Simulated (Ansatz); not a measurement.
# H₄OPSb: one species, many methods

How much do the methods differ for H₄OPSb? The plan is to run it at one geometry with functionals of several rungs and with coupled cluster, and see how far each lands from CCSD(T) at the basis-set limit for the atomisation energy.

Computed with Ansatz 0.2.0, Gaussian basis. Level: functionals in def2-TZVPP, the program's frozen cores in correlated methods.

The runs, in order: LDA (SPW92), PBE-D4, revPBE-D4, BLYP-D4, r2SCAN-D4, B97M-V, PBE0-D4, B3LYP-D4, r2SCANh-D4, r2SCAN0-D4, HSE06-D4, BHLYP-D4, CAM-B3LYP-D4, LC-ωPBE, ωB97X-V, ωB97M-V, B2PLYP, PBE-QIDH; CCSD(T)/def2-SVP; CCSD(T)/def2-TZVPP; MP2/def2-QZVPP; extrapolation to the limit; RPA on PBE.

## 1. Structure used throughout

An earlier PBE0-D4 in a triple-zeta def2 set relaxation fixed the geometry. Sb takes the def2 core potential; no spin-orbit term is included.

SMILES `O[PH][SbH2]`, 7 atoms, charge 0, spin multiplicity 1.

Atoms are counted from 1 here; the program's logs count them from 0.

Bond lengths: O1–P2 1.646 Å, O1–H4 0.962 Å, P2–Sb3 2.542 Å, P2–H5 1.432 Å, Sb3–H6 1.708 Å, Sb3–H7 1.715 Å. Angles: P2–O1–H4 114.4°, O1–P2–Sb3 105.0°, O1–P2–H5 101.2°, Sb3–P2–H5 90.3°, P2–Sb3–H6 91.1°, P2–Sb3–H7 92.3°, H6–Sb3–H7 91.4°.

Geometry (Å):

```xyz
7

O    -1.5352   -0.3209   -0.5986
P    -0.3230    0.6477   -1.1473
Sb    1.4022    0.6645    0.7195
H    -1.2352   -1.1058   -0.1304
H     0.4700   -0.2904   -1.8825
H     0.2542    1.2841    1.8212
H     1.0281   -0.9472    1.1723
```

## 2. LDA

This LDA is Slater exchange with PW92 correlation.

in.yaml

```yaml
crystal:
  periodic: [false, false, false]
  atoms:
    - {symbol: O, position_ang: [-1.535169, -0.320878, -0.598610]}
    - {symbol: P, position_ang: [-0.322969, 0.647733, -1.147281]}
    - {symbol: Sb, position_ang: [1.402216, 0.664497, 0.719474]}
    - {symbol: H, position_ang: [-1.235176, -1.105814, -0.130409]}
    - {symbol: H, position_ang: [0.470043, -0.290421, -1.882486]}
    - {symbol: H, position_ang: [0.254194, 1.284095, 1.821166]}
    - {symbol: H, position_ang: [1.028061, -0.947212, 1.172345]}
basis:
  gaussian: {orbitals: def2-TZVPP}
hamiltonian: {xc: lda}
output: {orbitals: {seedname: orbitals}}
```

Launch:

```bash
> ansatz run in.yaml --threads 2 --pin off --events-out ev --progress --plain --max-ram 4352MiB
```

Further steps of the session: PBE-D4 (GGA); revPBE-D4 (GGA); BLYP-D4 (GGA); r2SCAN-D4 (meta-GGA); B97M-V (meta-GGA); PBE0-D4 (hybrid); B3LYP-D4 (hybrid); r2SCANh-D4 (hybrid); r2SCAN0-D4 (hybrid); HSE06-D4 (hybrid); BHLYP-D4 (hybrid); CAM-B3LYP-D4 (range-separated); LC-ωPBE (range-separated); ωB97X-V (range-separated); ωB97M-V (range-separated); B2PLYP (double hybrid); PBE-QIDH (double hybrid); CCSD(T) in def2-SVP; CCSD(T) in def2-TZVPP; MP2 in def2-QZVPP; RPA on PBE orbitals.

Before running them: what should the planned runs give, taken together? Wanted: atomisation energy, CCSD(T)/CBS; farthest beyond LDA; mean size of error, GGA; mean size of error, meta-GGA; mean size of error, hybrid; mean size of error, range-separated; mean size of error, double hybrid; gap, smallest and largest; T1 diagnostic.

As calculated:

```
                               quantity                                       value
        atomisation energy, CCSD(T)/CBS                              447.9 kcal/mol
functionals within 4.5 kcal/mol (1.0 %)  r2SCAN-D4, B3LYP-D4, CAM-B3LYP-D4, ωB97M-V
                    farthest beyond LDA                   PBE-QIDH (-17.1 kcal/mol)
                mean size of error, GGA                                6.8 kcal/mol
           mean size of error, meta-GGA                                5.2 kcal/mol
             mean size of error, hybrid                                9.9 kcal/mol
    mean size of error, range-separated                                6.4 kcal/mol
      mean size of error, double hybrid                               13.1 kcal/mol
              gap, smallest and largest       4.19 eV (BLYP-D4), 10.36 eV (LC-ωPBE)
                          T1 diagnostic                                      0.0142
triples share of the correlation energy                                       3.4 %
```

What this shows: LDA overbinds by 81.7 kcal/mol (18 %). PBE-D4 misses by +7.6 kcal/mol. Double hybrids carry the basis error of their MP2 part in triple zeta, and no dispersion term here, so their miss is partly the set-up's. By mean error the best rung here is meta-GGA (5.2 kcal/mol) and the worst beyond LDA is double hybrid (13.1 kcal/mol). The gap between the best rungs is small, so their order is not settled. The reference freezes the cores and leaves out spin-orbit coupling and excitations past (T), and its outer-core shells are covered unevenly, so misses under about 4.5 kcal/mol can't be ranked. All levels share the lack of spin-orbit coupling, which lowers the free heavy atoms and so the true binding. Hartree-Fock recovers 61 % of the binding; the rest is correlation. CCSD(T) in def2-SVP is off by -60.0 kcal/mol, more than most functionals: a good method in a small basis is no reference. The gap grows from 4.2 to 10.4 eV across the functionals, mostly with the share of exact exchange. Correlated methods include outer-core shells of Sb, which these sets cover unevenly.
